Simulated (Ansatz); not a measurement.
## GeH4N (charge -1), SMILES [NH2][GeH2-]: a search for lower mean-field states, step by step

With Ansatz 0.2.0 through its Python package.

The script reads `geh4n.xyz`:
```text
6

N    -1.02160   -0.16590    0.27240
Ge    0.81150    0.12260    0.45170
H    -1.47590    0.77440    0.28380
H    -1.17110   -0.56070   -0.68290
H     1.55840   -1.23220    0.35590
H     1.29880    1.06200   -0.68090
```

The cells in order, each with its output:

**Cell 1**
```python
import ansatz as az
import numpy as np
```

**Cell 2**
```python
BASIS = "def2-TZVP"
FUNCTIONAL = "hf"
CHARGE = -1
```

**Cell 3**
```python
geh4n = az.Crystal.molecule_from_extxyz("geh4n.xyz")
symbols = [site.symbol for site in geh4n.cartesian_sites]
```

**Cell 4**
```python
start = np.array([site.position_ang for site in geh4n.cartesian_sites])
for factor in [1.0, 1.25, 1.6]:
    xyz = (start - start.mean(axis=0)) * factor
    scaled = az.Crystal.molecule()
    for symbol, place in zip(symbols, xyz):
        scaled = scaled.atom(symbol, place.tolist())
    calc = (
        scaled.calculation()
        .basis(gaussian=BASIS)
        .functional(FUNCTIONAL)
        .charge(CHARGE)
        .spin("collinear")
    )
    for search in ("off", "standard"):
        try:
            data = calc.scf(lower_state_search=search).run().report
        except az.AnsatzError as error:
            print(f"x{factor} search {search}: {type(error).__name__}")
            continue
        state = data["mean_field"]["state"]
        print(f"all distances x{factor}, search {search:8s} E = {data['free_energy_ev']:.5f} eV  <S^2> = {abs(state['spin_squared']):.3f}  other states met: {len(data['mean_field']['others'])}")
```
Output:
```text
all distances x1.0, search off      E = -58017.84777 eV  <S^2> = 0.000  other states met: 0
all distances x1.0, search standard E = -58017.84777 eV  <S^2> = 0.000  other states met: 0
all distances x1.25, search off      E = -58014.27755 eV  <S^2> = 0.000  other states met: 0
all distances x1.25, search standard E = -58014.27755 eV  <S^2> = 0.000  other states met: 0
all distances x1.6, search off      E = -58006.79853 eV  <S^2> = 0.000  other states met: 0
all distances x1.6, search standard E = -58009.47980 eV  <S^2> = 2.986  other states met: 9
```

What to keep in mind:
- Total energies depend on the basis set; only differences at equal settings carry meaning.
- The count of other states can hold repeated and symmetry-equivalent ends of the search; scaling all distances is a test, and for more than two atoms no physical path.
- The structure is a rough, unrelaxed start.
- The expectation value of S² is noticeably off S(S+1) in at least one run, so that state is spin-contaminated.
- Anions want diffuse functions, which this basis lacks.
- Timing: 25 s on 1 thread of Arm Neoverse V1, on a shared host, peak memory 0.35 GiB.
